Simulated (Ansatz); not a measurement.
## GdAlO3 in Ansatz: the effect of fixed moment

GdAlO3:

```xyz
5
Lattice="3.7353 0.0000 0.0000 0.0000 3.7353 0.0000 0.0000 0.0000 3.7353" Properties=species:S:1:pos:R:3 pbc="T T T"
Gd    0.0000    0.0000    0.0000
Al    1.8677    1.8677    1.8677
O     1.8677    1.8677    0.0000
O     1.8677    0.0000    1.8677
O     0.0000    1.8677    1.8677
```

The cell comes from a database or a generator and needn't be the stable form of this composition.

Alike in all runs:

| Property | Result |
| --- | --- |
| Program | Ansatz 0.2.0 |
| Task | single point |
| Functional | PBEsol |
| Potentials or basis | Ansatz PAW |
| Cutoff | 420 eV (not typed: the program's choice for these potentials) |
| k mesh | 6 × 6 × 6 |
| Occupations | fermi-dirac, width 0.05 eV |

```tsv
fixed moment	spin	starting moments	energy over the lowest run (meV/atom)	pressure (GPa)
0	collinear spin, program default start	-	1621.1	-7.5
1.8	collinear spin, ferromagnetic start	[1.8, 0.0, 0.0, 0.0, 0.0] μB	1176.6	-5.6
3.5	collinear spin, ferromagnetic start	[3.5, 0.0, 0.0, 0.0, 0.0] μB	1017.4	-4.4
5.2	collinear spin, ferromagnetic start	[5.2, 0.0, 0.0, 0.0, 0.0] μB	?	?
7	collinear spin, ferromagnetic start	[7.0, 0.0, 0.0, 0.0, 0.0] μB	0.0	-6.2
8.8	collinear spin, ferromagnetic start	[8.8, 0.0, 0.0, 0.0, 0.0] μB	964.7	4.3
10.5	collinear spin, ferromagnetic start	[10.5, 0.0, 0.0, 0.0, 0.0] μB	2214.6	20.3
14	collinear spin, ferromagnetic start	[14.0, 0.0, 0.0, 0.0, 0.0] μB	5448.1	63.4
```

Q: What does the run with fixed moment 5.2 give?

A: Energy over the lowest run 572.8 meV/atom; pressure -3.6 GPa.

Worked out: A parabola through the other rows of the energy over the lowest run, of slope 6.85 meV/atom per unit of fixed moment there, gives 244.3 meV/atom, against the run's 572.8. A parabola through the other rows of the pressure, of slope 2.18 GPa per unit of fixed moment there, gives -9.2 GPa, against the run's -3.6.

Caveats: the total moment is fixed, so each spin has its own Fermi level; the PAW data sets come from PBE, with cores solved anew for the run's functional, which leaves a small shift of forces and pressure; the thresholds are loose for stress; a cell with one magnetic atom can't hold antiferromagnetic order, which such compounds often take (some runs); a pressure of tens of GPa on the cell as given is suspect, and the run, the potentials or the cell itself is likely at fault (some runs).
